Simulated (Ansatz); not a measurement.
# InS3: the cost of one run

Method: DFT PBE, scalar-relativistic, plane waves, PAW, in Ansatz 0.2.0.

## Step 1: The starting structure

It takes space group P6_3/m (No. 176, hexagonal). The conventional cell has a = 6.156 Å, b = 6.156 Å, c = 6.632 Å, α = 90.00°, β = 90.00°, γ = 120.00°. Around In (site symmetry -6) lie 3 S at 1.78 Å. S (site symmetry m) has 1 In at 1.78 Å as nearest neighbours.

Structure file:

```cif
data_structure
_symmetry_space_group_name_H-M 'P 1'
_symmetry_Int_Tables_number 1
_cell_length_a 6.1557
_cell_length_b 6.1557
_cell_length_c 6.6316
_cell_angle_alpha 90.000
_cell_angle_beta 90.000
_cell_angle_gamma 120.000
_cell_volume 217.62
loop_
_atom_site_label
_atom_site_type_symbol
_atom_site_fract_x
_atom_site_fract_y
_atom_site_fract_z
_atom_site_occupancy
In1 In 0.33333 0.66667 0.25000 1
In2 In 0.66667 0.33333 0.75000 1
S1 S 0.04550 0.37630 0.25000 1
S2 S 0.66920 0.04550 0.75000 1
S3 S 0.62370 0.66920 0.25000 1
S4 S 0.95450 0.62370 0.75000 1
S5 S 0.33080 0.95450 0.25000 1
S6 S 0.37630 0.33080 0.75000 1
```

This is candidate A: BCl3 type (P6_3/m, No. 176).

(A quick probe on a coarse mesh, which set the mesh and smearing, is not shown.)

## Step 3: Coarse relaxation (candidate A)

The input, input.yaml:

```yaml
crystal:
  lattice:
    - [6.1557359813, 0.0, 0.0]
    - [-3.0778679907, 5.3310237388, 0.0]
    - [0.0, 0.0, 6.631592676]
  atoms:
    - { symbol: In, position: [0.3333333333, 0.6666666667, 0.25] }
    - { symbol: In, position: [0.6666666667, 0.3333333333, 0.75] }
    - { symbol: S, position: [0.0455, 0.3763, 0.25] }
    - { symbol: S, position: [0.6692, 0.0455, 0.75] }
    - { symbol: S, position: [0.6237, 0.6692, 0.25] }
    - { symbol: S, position: [0.9545, 0.6237, 0.75] }
    - { symbol: S, position: [0.3308, 0.9545, 0.25] }
    - { symbol: S, position: [0.3763, 0.3308, 0.75] }
basis:
  ecutwfc: 420
kpoints:
  mp_grid: { grid: [3, 3, 4] }
hamiltonian:
  xc: pbe
scf:
  occupations: { method: gaussian, width: 0.1 }
  lower_state_search: "off"
output:
  forces: true
  stress: true
  eigenvalues: true
relax:
  adjacent_minimum: "off"
  f_tol: 0.04
  max_steps: 70
  cell: { stress_tol: 0.4 }
```

On the command line:

```console
ansatz run input.yaml --threads 1 --pin off --max-ram 2560MiB --backend cpu --events-out ev --progress --plain --runs-dir out
```

What time and memory should one allow on 1 thread of INTEL XEON PLATINUM 8581C at 2.10GHz (Emerald Rapids), shared host?

About 38 s, with a peak of 0.54 GiB.
